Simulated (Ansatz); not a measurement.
# NiPS3: a series of runs, part 2 of 2

Aim: follow a series of runs on NiPS3 and read the state that each reaches.

Ansatz 0.2.0; DFT PBEsol+U, scalar-relativistic, plane waves, PAW. The steps go on from the part before.

### Step 4. Z1

input.yaml reads:

```yaml
crystal:
  lattice:
    - [2.899241, -5.0190875, -0.0002985]
    - [2.899241, 5.0190875, -0.0002985]
    - [-3.840076, 0.0, 12.628832]
  atoms:
    - { symbol: Ni, position: [0.333405, 0.666595, 0.0], spin: 2.0 }
    - { symbol: Ni, position: [0.333405, 0.666595, 0.5], spin: -2.0 }
    - { symbol: Ni, position: [0.666595, 0.333405, 0.0], spin: 2.0 }
    - { symbol: Ni, position: [0.666595, 0.333405, 0.5], spin: -2.0 }
    - { symbol: P, position: [0.057749, 0.057749, 0.0855645] }
    - { symbol: P, position: [0.057749, 0.057749, 0.5855645] }
    - { symbol: P, position: [0.942251, 0.942251, 0.4144355] }
    - { symbol: P, position: [0.942251, 0.942251, 0.9144355] }
    - { symbol: S, position: [0.080383, 0.422935, 0.120524] }
    - { symbol: S, position: [0.080383, 0.422935, 0.620524] }
    - { symbol: S, position: [0.577065, 0.919617, 0.379476] }
    - { symbol: S, position: [0.577065, 0.919617, 0.879476] }
    - { symbol: S, position: [0.26141, 0.26141, 0.379126] }
    - { symbol: S, position: [0.26141, 0.26141, 0.879126] }
    - { symbol: S, position: [0.73859, 0.73859, 0.120874] }
    - { symbol: S, position: [0.73859, 0.73859, 0.620874] }
    - { symbol: S, position: [0.422935, 0.080383, 0.120524] }
    - { symbol: S, position: [0.422935, 0.080383, 0.620524] }
    - { symbol: S, position: [0.919617, 0.577065, 0.379476] }
    - { symbol: S, position: [0.919617, 0.577065, 0.879476] }
magnetization:
  spin_polarized: true
scf:
  occupations: { method: gaussian, width: 0.02 }
output:
  forces: true
  stress: true
  populations: true
  write_density: true
  write_potential: true
  elf: true
  volumetric_format: npy
hamiltonian:
  hubbard: { sites: [{ species: Ni, l: d, u_eff: 4.0 }] }
  xc: pbesol
kpoints:
  mp_grid: { grid: [5, 5, 2] }
```

Launch:

```console
ansatz run input.yaml --threads 4 --pin off --max-ram 12288MiB --backend cpu --events-out ev --progress --plain --runs-dir out
```

Log:

```text
Warning: RAYON_NUM_THREADS=4 ignored (pool sized by the plan → 4); use --threads N
Ni: projections on atomic orbitals take those of the free atom [Ne] 3s2 3p6 3d8 4s2, of charge +0.00 (hamiltonian.pseudopotentials.projection_atoms); the dataset's partial waves leave at most 1.6e-6 of an orbital's norm unspanned inside its sphere
P: projections on atomic orbitals take those of the free atom [Ne] 3s2 3p3, of charge +0.00 (hamiltonian.pseudopotentials.projection_atoms); the dataset's partial waves leave at most 1.0e-7 of an orbital's norm unspanned inside its sphere
S: projections on atomic orbitals take those of the free atom [Ne] 3s2 3p4, of charge +0.00 (hamiltonian.pseudopotentials.projection_atoms); the dataset's partial waves leave at most 1.6e-7 of an orbital's norm unspanned inside its sphere
Engine: ansatz 0.2.0, x86_64-unknown-linux-gnu
Pseudopotentials: kind: paw
Pseudopotential: Ni, paw, valence charge 18, recommended cutoff 420 eV (normal), Ni.paw.azcp
Pseudopotential: P, paw, valence charge 5, recommended cutoff 420 eV (normal), P.paw.azcp
Pseudopotential: S, paw, valence charge 6, recommended cutoff 420 eV (normal), S.paw.azcp
Functional definition: PBEsol
  exchange = pbesol_x
  correlation = pbesol_c
Crystal: 20 atoms, lattice volume = 367.527 Å³
Basis set: ecut = 420 eV, 7191 PW (Γ), exchange–correlation on 80×80×180 points (8 copies of the dense FFT grid, shifted against one another)
Bands: 106, of which v1, the nominal top of the filled ones, is band 82 counted from 1 (81 counted from 0)
Symmetry: 4 space group operations
Space group: C2/m (ITA 12), of the structure as read, at distance tolerance 7.2e-5 Å
Magnetic group: BNS 12.63 (UNI 70), of the structure as read, at distance tolerance 7.2e-5 Å
k-points: 18 of 50
Non-local potential: Ni, projectors of the file, l = 0: 3, l = 1: 2, l = 2: 3, l = 3: 1
Non-local potential: P, projectors of the file, l = 0: 2, l = 1: 2, l = 2: 2
Non-local potential: S, projectors of the file, l = 0: 2, l = 1: 2, l = 2: 2
PAW form: soft (Blöchl's): semilocal exchange-correlation on the pseudo side does not see the compensation charge
PAW frozen core: Ni, regenerated for the run's functional, and the local potential with it (the file was generated under x = pbe(κ = 0.804, μ = 0.2195149727645171), c = pbe(β = 0.06672455060314922))
PAW frozen core: P, regenerated for the run's functional, and the local potential with it (the file was generated under x = pbe(κ = 0.804, μ = 0.2195149727645171), c = pbe(β = 0.06672455060314922))
PAW frozen core: S, regenerated for the run's functional, and the local potential with it (the file was generated under x = pbe(κ = 0.804, μ = 0.2195149727645171), c = pbe(β = 0.06672455060314922))
PAW one-centre angular grid: Ni, 590 points (default); XC on 64 Gauss nodes
PAW one-centre angular grid: P, 110 points (default); XC on 64 Gauss nodes
PAW one-centre angular grid: S, 110 points (default); XC on 64 Gauss nodes
Initial density: superposition of atomic densities (chi_scale 0.1, normalization cell, long waves kept (reshape's long-wave potential 0.10 eV rms))
Starting moments: Σ|m| = 8 μB on 4 of 20 sites
Starting magnetic order: antiferromagnet; a translation exchanges its spin sublattices: spin-degenerate at every k-point
Initial wavefunctions: pseudopotential atomic-orbital guess
Functional: x = pbesol(κ = 0.804, μ = 0.12345679012345678), c = pbesol(β = 0.046)
SCF iter   1: F=—  HF=-36810.600966 eV  |F-HF|=—  |Δ(HF+E_count)|=         —  Δρ=1.21e-1 (↑1.21e-1 ↓1.21e-1)  dr2=1.31e2  dr2_m=2.20e1  M=0.000 μB ∫|m|=2.303 μB  β_m=0.30  ethr=3.10e-3  ⟨swp⟩=8.1  Hψ=8830  notcnv=0  defer=39
preconditioner: auto → Kerker (q_TF=auto, 2.385 Å⁻¹)  [metal: Δε(μ)=0.014 eV  Ē_g=10.176 eV  σ=0.020 eV  W_gap=0.38  n_scr=82 (ndim 8)  ℏωp=22.3 eV  f_vac=0.015  D(μ)=13.64/eV (n_scr^D=118)]
spin=Collinear: Kerker preconditioning applied to the charge; magnetization (m = ρ↑ − ρ↓) channel mixes plain (no charge-response kernel on spin).
SCF iter   2: F=—  HF=-36799.583656 eV  |F-HF|=—  |Δ(HF+E_count)|=    1.10e1  Δρ=3.64e-2 (↑3.64e-2 ↓3.64e-2)  dr2=1.02e1  dr2_m=8.66e-1  M=0.000 μB ∫|m|=6.919 μB  β_m=0.30  ethr=3.10e-3  ⟨swp⟩=4.0  Hψ=4630  notcnv=0  defer=317
preconditioner: auto → Resta (q_TF=auto, 2.385 Å⁻¹)  ε∞=6.6  [insulator: Δε(μ)=0.032 eV  Ē_g=9.384 eV  σ=0.020 eV  W_gap=0.75  n_scr=82 (ndim 8)  ℏωp=22.3 eV  f_vac=0.011  D(μ)=7.15/eV (n_scr^D=40)  ε∞_Penn≈6.6]
spin=Collinear: Resta preconditioning applied to the charge; magnetization (m = ρ↑ − ρ↓) channel mixes plain (no charge-response kernel on spin).
SCF iter   3: F=—  HF=-36798.208533 eV  |F-HF|=—  |Δ(HF+E_count)|=    1.38e0  Δρ=2.23e-2 (↑2.23e-2 ↓2.23e-2)  dr2=7.21e0  dr2_m=8.10e-1  M=0.000 μB ∫|m|=6.776 μB  β_m=0.30  ethr=3.10e-3  ⟨swp⟩=2.4  Hψ=3707  notcnv=0  defer=343
SCF iter   4: F=—  HF=-36797.393323 eV  |F-HF|=—  |Δ(HF+E_count)|=   8.15e-1  Δρ=1.82e-2 (↑1.82e-2 ↓1.82e-2)  dr2=2.15e0  dr2_m=6.02e-1  M=0.000 μB ∫|m|=7.886 μB  β_m=1.00  ethr=3.10e-3  ⟨swp⟩=3.5  Hψ=2713  notcnv=0  defer=343
SCF iter   5: F=—  HF=-36797.933438 eV  |F-HF|=—  |Δ(HF+E_count)|=   5.40e-1  Δρ=5.39e-3 (↑5.39e-3 ↓5.39e-3)  dr2=3.28e-1  dr2_m=2.39e-3  M=0.000 μB ∫|m|=8.024 μB  β_m=0.30  ethr=1.31e-3  ⟨swp⟩=2.5  Hψ=2416  notcnv=0  defer=360
SCF iter   6: F=—  HF=-36798.391083 eV  |F-HF|=—  |Δ(HF+E_count)|=   4.58e-1  Δρ=5.81e-3 (↑5.81e-3 ↓5.81e-3)  dr2=3.10e-1  dr2_m=1.81e-2  M=0.000 μB ∫|m|=7.995 μB  β_m=0.30  ethr=2.00e-4  ⟨swp⟩=3.1  Hψ=3257  notcnv=0  defer=360
Mixer restart at iter 6: flushing history
spin-set hold released at iteration 6 (site moments contracting): the magnetisation degrees of freedom join the quasi-Newton model from the next iteration; the mixer history was flushed
SCF iter   7: F=—  HF=-36798.623523 eV  |F-HF|=—  |Δ(HF+E_count)|=   2.32e-1  Δρ=3.97e-3 (↑3.97e-3 ↓3.97e-3)  dr2=1.19e-1  dr2_m=2.45e-2  M=0.000 μB ∫|m|=8.061 μB  β_m=0.37  ethr=1.89e-4  ⟨swp⟩=2.2  Hψ=2965  notcnv=0  defer=360
SCF iter   8: F=—  HF=-36798.791757 eV  |F-HF|=—  |Δ(HF+E_count)|=   1.68e-1  Δρ=2.18e-3 (↑2.18e-3 ↓2.18e-3)  dr2=9.52e-3  dr2_m=1.19e-2  M=0.000 μB ∫|m|=8.060 μB  β_m=0.29  ethr=7.28e-5  ⟨swp⟩=2.1  Hψ=2422  notcnv=0  defer=360
SCF iter   9: F=—  HF=-36798.935293 eV  |F-HF|=—  |Δ(HF+E_count)|=   1.44e-1  Δρ=2.57e-3 (↑2.57e-3 ↓2.57e-3)  dr2=3.38e-2  dr2_m=1.64e-2  M=0.000 μB ∫|m|=8.083 μB  β_m=0.61  ethr=5.81e-6  ⟨swp⟩=2.7  Hψ=3415  notcnv=0  defer=360
SCF iter  10: F=—  HF=-36798.999427 eV  |F-HF|=—  |Δ(HF+E_count)|=   6.41e-2  Δρ=2.20e-4 (↑2.20e-4 ↓2.20e-4)  dr2=3.25e-4  dr2_m=4.26e-5  M=0.000 μB ∫|m|=8.091 μB  β_m=0.80  ethr=5.81e-6  ⟨swp⟩=2.6  Hψ=3720  notcnv=0  defer=360
SCF iter  11: F=—  HF=-36798.999577 eV  |F-HF|=—  |Δ(HF+E_count)|=   1.51e-4  Δρ=2.77e-4 (↑2.77e-4 ↓2.77e-4)  dr2=5.75e-4  dr2_m=6.41e-5  M=0.000 μB ∫|m|=8.089 μB  β_m=0.80  ethr=1.98e-7  ⟨swp⟩=3.3  Hψ=3541  notcnv=0  defer=360
SCF iter  12: F=—  HF=-36798.999567 eV  |F-HF|=—  |Δ(HF+E_count)|=   1.06e-5  Δρ=5.28e-5 (↑5.28e-5 ↓5.28e-5)  dr2=2.04e-5  dr2_m=2.89e-6  M=0.000 μB ∫|m|=8.089 μB  β_m=0.90  ethr=1.98e-7  ⟨swp⟩=2.0  Hψ=2327  notcnv=0  defer=360
SCF iter  13: F=—  HF=-36798.999571 eV  |F-HF|=—  |Δ(HF+E_count)|=   4.74e-6  Δρ=3.44e-5 (↑3.44e-5 ↓3.44e-5)  dr2=9.82e-6  dr2_m=9.67e-7  M=0.000 μB ∫|m|=8.089 μB  β_m=0.95  ethr=1.25e-8  ⟨swp⟩=2.3  Hψ=3000  notcnv=0  defer=360
SCF iter  14: F=—  HF=-36798.999572 eV  |F-HF|=—  |Δ(HF+E_count)|=   2.67e-7  Δρ=1.53e-5 (↑1.53e-5 ↓1.53e-5)  dr2=1.99e-6  dr2_m=2.54e-7  M=0.000 μB ∫|m|=8.089 μB  β_m=0.88  ethr=5.99e-9  ⟨swp⟩=2.1  Hψ=2235  notcnv=0  defer=360
SCF iter  15: F=-36798.999571 eV  HF=-36798.999571 eV  |F-HF|=1.99e-9  |Δ(HF+E_count)|=   1.92e-7  Δρ=1.17e-6 (↑1.17e-6 ↓1.17e-6)  dr2=7.09e-9  dr2_m=2.01e-9  M=0.000 μB ∫|m|=8.089 μB  ethr=6.10e-11  ⟨swp⟩=21.2  Hψ=21030  notcnv=0
SCF 1 converged in 15 iterations: F = -36798.999571 eV  dr2 = 7.09e-9
WARN: an SCF from antiferromagnetic starting moments (2.00, 2.00, -2.00, -2.00, 0.00, 0.00, 0.00, 0.00, 0.00, 0.00, 0.00, 0.00, 0.00, 0.00, 0.00, 0.00, 0.00, 0.00, 0.00, 0.00 Bohr magnetons, atom by atom) was not made, by what the run has read of turns of its moments that order reads lower: the deck asks for what bars it, or types moments that do (magnetization.spin_polarized, in the input reference, names some of the keys), or the run goes by scf.lower_state_search: light, the default, which as a rule tries one only behind a close that has lost an order of both signs, or on which an open d or half-filled 4f shell of a PAW file has lost a moment that was set nearer to Hund's than to what is left; or, under a Hubbard U, one that names an f shell that the input leaves bare beside given moments, or a larger moment for a shell of low spin that is given one. standard, with a start from the atoms, tries one behind each close (in a relaxation, ahead of its steps or at their end). To set out from that order, type those moments (crystal.atoms[].spin; where shells were raised to Hund's moment, beside crystal.symmetry.detect: false) under scf.lower_state_search: light. The bands of the close that named these starting moments, or of the one ahead of a search that led to it (under cold or Methfessel-Paxton smearing those of the Gaussian ahead of it) read a cost of -204.10 meV for the turn to them, carried on from a small turn (-204.10 by the pairs of d shells alone)
SCF converged after 15 iterations
Magnetization: 0.0000 μB (82.0000 up, 82.0000 down)
Absolute magnetization: 8.0835 μB (∫|ρ↑−ρ↓|, with the PAW one-centre terms)
Spin contamination: 3.9933 ħ² per cell (⟨S²⟩ above its minimum at these occupations)
Per-site moments (μB) at R_I (Å): [(1.3927148915629968, 1.0053591313513663), (-1.392714891562997, 1.0053591313513663), (1.3927148915629968, 1.0053591313513663), (-1.392714891562997, 1.0053591313513663), (0.017477317030656046, 0.8384183482880181), (-0.017477317030656105, 0.8384183482880181), (-0.017477317030655724, 0.8384183482880181), (0.017477317030655703, 0.838418348288018), (0.09386582151710932, 0.8384183482880181), (-0.09386582151710933, 0.8384183482880181), (-0.09386582151710902, 0.8384183482880181), (0.09386582151710904, 0.838418348288018), (-0.09044050049578559, 0.8397306342716027), (0.09044050049578567, 0.8397306342716025), (0.09044050049578578, 0.8397306342716031), (-0.09044050049578589, 0.8397306342716029), (0.0938658215171093, 0.8384183482880181), (-0.09386582151710929, 0.8384183482880181), (-0.09386582151710901, 0.8384183482880181), (0.09386582151710905, 0.838418348288018)]
Free energy (F): -36798.999571 eV
Harris-Foulkes:  -36798.999571 eV  (|F-HF|=1.99e-9)
Internal energy: -36798.999571 eV  (E = F + TS)
E sigma→0 (E₀):  -36798.999571 eV
Fermi energy:    7.535449 eV
--- Per-component energies (eV) ---
  E_band       = -1943.863656
  E_kinetic    = 2691.350143
  E_local      = -26042.657255  (includes V_loc(G=0)·N_el)
  E_nonlocal   = 3048.083113
  E_hartree    = 11172.420699
  E_xc         = -1732.424000
  E_vxc        = -1724.336734  (∫ρ·V_xc dr)
  E_hubbard    = 4.227241  (on-site DFT+U / exact-exchange correction)
  E_vhub       = -59.931388  (the Hubbard potential's part of the band-sum identity)
  E_paw        = -15617.618625  (= ΣΔE_a)
  E_vpaw       = -2201.205752  (= ΣTr[D̂ρ^β])
  E_aug_tail   = 0.002022  (compensation charges beyond the density's cutoff)
  E_ewald      = -10324.099842
  E_core_change = 1.716931  (= ΣΔE_core)
  E_smearing   = -0.000000  (= −TS)
  E_closure    = -0.000000  (closes the sum)
  Σ components = -36798.999571   (vs F -36798.999571, Δ=0.00e0)
--- Forces (eV/Å), atoms counted from 1 ---
  atom   1  Ni     0.00000000     0.01751418     0.00000000
  atom   2  Ni     0.00000000     0.01751418     0.00000000
  atom   3  Ni    -0.00000000    -0.01751418    -0.00000000
  atom   4  Ni    -0.00000000    -0.01751418    -0.00000000
  atom   5  P      0.01278168    -0.00000000    -0.19862223
  atom   6  P      0.01278168    -0.00000000    -0.19862223
  atom   7  P     -0.01278168     0.00000000     0.19862223
  atom   8  P     -0.01278168     0.00000000     0.19862223
  atom   9  S      0.14183052     0.24126482     0.06728639
  atom  10  S      0.14183052     0.24126482     0.06728639
  atom  11  S     -0.14183052     0.24126482    -0.06728639
  atom  12  S     -0.14183052     0.24126482    -0.06728639
  atom  13  S      0.28497181    -0.00000000    -0.07124044
  atom  14  S      0.28497181    -0.00000000    -0.07124044
  atom  15  S     -0.28497181     0.00000000     0.07124044
  atom  16  S     -0.28497181     0.00000000     0.07124044
  atom  17  S      0.14183052    -0.24126482     0.06728639
  atom  18  S      0.14183052    -0.24126482     0.06728639
  atom  19  S     -0.14183052    -0.24126482    -0.06728639
  atom  20  S     -0.14183052    -0.24126482    -0.06728639
  max |Σ_I F_I| component: 1.11e-16 eV/Å
--- Stress (GPa, compression-positive) ---
        0.474803      -0.000000      -0.015761
       -0.000000       0.508235       0.000000
       -0.015776       0.000000       0.538568
  P = ⅓ Tr σ = 0.5072 GPa (5.072 kbar)
--- Band table (eV; the first three rows and the last of 36) ---
  k-point 0 ↑: bands = ["-96.7947", "-96.7945", "-95.0619", "-95.0617", "-57.4006", "-57.4002", "-57.2853", "-57.2833", "-57.2797", "-57.2777", "-55.6555", "-55.6551", "-55.6219", "-55.6196", "-55.6180", "-55.6158", "-9.3646", "-9.2150", "-7.9974", "-7.7647", "-5.9434", "-5.9292", "-5.7143", "-5.6946", "-5.6559", "-5.6451", "-5.4598", "-5.4442", "-3.4817", "-3.3088", "-1.4266", "-1.2986", "0.0538", "0.4314", "0.4335", "0.4860", "0.9623", "0.9635", "1.1254", "1.1302", "1.3369", "1.3374", "1.6955", "1.6964", "1.9239", "2.1420", "2.2368", "2.3441", "2.6589", "3.1188", "3.1245", "3.3398", "3.4568", "3.4726", "3.5892", "3.6381", "3.7331", "3.7405", "3.9108", "3.9248", "4.0789", "4.0829", "4.4005", "4.6417", "4.6692", "4.6950", "4.8145", "4.9421", "5.0321", "5.0530", "5.0625", "5.0881", "5.4484", "5.6643", "5.7946", "5.8334", "6.0531", "6.0685", "6.2319", "6.2473", "6.9004", "6.9149", "8.3213", "8.3298", "8.6597", "8.6642", "9.6016", "9.8264", "10.1273", "10.3027", "10.4593", "10.5286", "10.6720", "10.8998", "11.1617", "11.1849", "11.6740", "11.6894", "12.1953", "12.3619", "12.3778", "12.4322", "12.7146", "13.2501", "13.2509", "13.5333"]
[... 3 lines left out ...]
Occupation matrices written to <dir>
--- Löwdin populations: 20 sites ---
  site symbol       q [e]    m [muB]
     0     Ni     17.1801     1.3333
     1     Ni     17.1801    -1.3333
     2     Ni     17.1801     1.3333
     3     Ni     17.1801    -1.3333
     4      P      4.2546     0.0335
     5      P      4.2546    -0.0335
     6      P      4.2546    -0.0335
     7      P      4.2546     0.0335
     8      S      6.3401     0.1973
     9      S      6.3401    -0.1973
    10      S      6.3401    -0.1973
    11      S      6.3401     0.1973
    12      S      6.3546    -0.1907
    13      S      6.3546     0.1907
    14      S      6.3546     0.1907
    15      S      6.3546    -0.1907
    16      S      6.3401     0.1973
    17      S      6.3401    -0.1973
    18      S      6.3401    -0.1973
    19      S      6.3401     0.1973
  spilling = 0.012941 (of n_electrons = 164.000000)
```

Caution: the run may have ended on a state that is not the lowest.

Wall time 23 s (4 threads of Intel Xeon Platinum 8375C at 2.90GHz (Ice Lake), shared host); peak memory 2 GiB.

Density in a lattice plane of the grid's cell (edges 5.80 and 13.20 Å, at 0.058 of the third edge), which holds P and S.

Values in e/Å³, 12 rows by 6 columns:
```
0.65 0.53 0.12 0.33 0.98 0.50
0.28 0.42 0.09 0.19 0.40 0.12
0.04 0.05 0.03 0.05 0.02 0.02
0.24 0.25 0.76 0.89 0.07 0.08
0.29 0.83 1.05 0.87 0.08 0.18
0.71 0.26 0.11 0.15 0.13 0.14
0.65 0.53 0.12 0.33 0.98 0.50
0.28 0.42 0.09 0.19 0.40 0.12
0.04 0.05 0.03 0.05 0.02 0.02
0.24 0.25 0.76 0.89 0.07 0.08
0.29 0.83 1.05 0.87 0.08 0.18
0.71 0.26 0.11 0.15 0.13 0.14
```
Columns run along the first of these edges and rows up along the second, over one cell in 6 and 12 even steps from the bottom left corner. Atoms in the plane (fractional): P at (0.06, 0.09), P at (0.06, 0.59), S at (0.42, 0.12), S at (0.42, 0.62).

ELF in the same plane.

Values, 12 rows by 6 columns:
```
0.48 0.68 0.21 0.55 0.85 0.67
0.54 0.71 0.26 0.59 0.84 0.22
0.04 0.09 0.05 0.09 0.02 0.02
0.48 0.49 0.81 0.91 0.15 0.13
0.02 0.74 0.62 0.80 0.07 0.23
0.89 0.35 0.16 0.13 0.20 0.12
0.48 0.68 0.21 0.55 0.85 0.67
0.54 0.71 0.26 0.59 0.84 0.22
0.04 0.09 0.05 0.09 0.02 0.02
0.48 0.49 0.81 0.91 0.15 0.13
0.02 0.74 0.62 0.80 0.07 0.23
0.89 0.35 0.16 0.13 0.20 0.12
```
Columns run along the first of these edges and rows up along the second, over one cell in 6 and 12 even steps from the bottom left corner. Atoms in the plane (fractional): P at (0.06, 0.09), P at (0.06, 0.59), S at (0.42, 0.12), S at (0.42, 0.62).

Both are smooth fields of the valence electrons: close to the nuclei they are not physical.

Spin density (up less down) in a lattice plane of the grid's cell (edges 5.80 and 13.20 Å, at 0.058 of the third edge), which holds P and S.

Ten even steps from ' ' (-0.04 e/Å³) to '@' (0.04 e/Å³):
```
++++++++====++**++++
++++**++++++##@@**++
****##**++++##%%****
++****++++++++++++++
++++++======++++====
======----==++======
--::--::..==========
====++::..  ========
======::..==++++====
========++++++++====
========++++==--====
====--======::  --==
----::--====::..----
==----==============
======++++++====++++
++++++****++==++++++
**##**##%%++++++++++
++++==##%%@@++++++++
++++++##%%++====++++
++++++++========++++
```
Columns run along the first of these edges and rows up along the second, over one cell in 10 and 20 even steps from the bottom left corner. Atoms in the plane (fractional): P at (0.06, 0.09), P at (0.06, 0.59), S at (0.42, 0.12), S at (0.42, 0.62).

Maxima of ELF outside the ion cores: 0.95 on the P–P line, 1.1 Å from P; 0.94 beside S, off the lines to its neighbours, 0.8 Å from S; 0.90 on the S–Ni line, 0.8 Å from S.

### Step 5. The runs at a glance

The summary covers parts 1 to 2.

| step | level | volume (Å³/atom) | pressure (GPa) | gap on the mesh (eV) | largest spin moment (μB) | time |
| --- | --- | --- | --- | --- | --- | --- |
| 2 | PBEsol+U, scalar-relativistic | 18.376 | 0.1 | 1.32 | 1.36 | 65 s |
| 3 | PBEsol+U, scalar-relativistic | 18.376 | 0.6 | 0.92 | 1.40 | 41 s |
| 4 | PBEsol+U, scalar-relativistic | 18.376 | 0.5 | 0.79 | 1.39 | 23 s |

Each row holds for the state that its run reached, which need not be the ground state, so the rows aren't joined into a trend here.
